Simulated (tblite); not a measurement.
# C7H11PS: the cost of one run

Computed with tblite 0.8.0 and PySCF 2.14.0, with density-fitted response routines of our own, on a single molecule in the gas phase. Atoms count from 0, in the outputs and in this text.

### Step 1. The molecule as given

20 atoms, charge 0, multiplicity 1; geometry from: force field or distance geometry start.

Bonds of the start (Å): C0–C1 1.35, C1–C2 1.45, C2–C3 1.54, C3–P4 1.81, P4–S5 1.73, P4–C6 1.80, C6–C7 1.46, C7–C8 1.33, C6–C2 1.49, C0–H9 1.09, C0–H10 1.09, C1–H11 1.09, C2–H12 1.11, C3–H13 1.11, C3–H14 1.09, P4–H15 1.39, C6–H16 1.12, C7–H17 1.11, C8–H18 1.10, C8–H19 1.07.

### Step 2. Geometry optimisation with GFN2-xTB

Job settings and geometry (Å):

```
{"job": {"kind": "relax", "xc": "GFN2-xTB", "basis": "xTB"}, "charge": 0, "multiplicity": 1}
C      2.365400    -1.035600     0.539100
C      1.368200    -0.127200     0.571400
C      0.710800     0.323000    -0.643100
C      0.412400     1.834500    -0.576400
P     -1.045600     1.423800     0.408700
S     -2.452600     2.369400     0.049800
C     -0.756900     0.124000    -0.808600
C     -1.341400    -1.182600    -0.532700
C     -1.569900    -1.714400     0.659700
H      2.704200    -1.471600    -0.398000
H      2.833700    -1.355000     1.472800
H      1.068100     0.259700     1.547700
H      1.227300     0.035000    -1.581000
H      1.150600     2.389700     0.039300
H      0.241700     2.237900    -1.576700
H     -0.839100     1.108000     1.748500
H     -1.088100     0.508800    -1.809000
H     -1.640500    -1.821400    -1.395300
H     -2.029300    -2.711700     0.722200
H     -1.324300    -1.183600     1.558700
```

The run is started by

```console
$ OMP_NUM_THREADS=1 python probes_run.py task.json out
```

One launch serves the whole session: the jobs run in the order shown.

Q: Estimate the wall time of this first job on 1 thread of Arm Neoverse V1, shared host.

About 1.3 s.
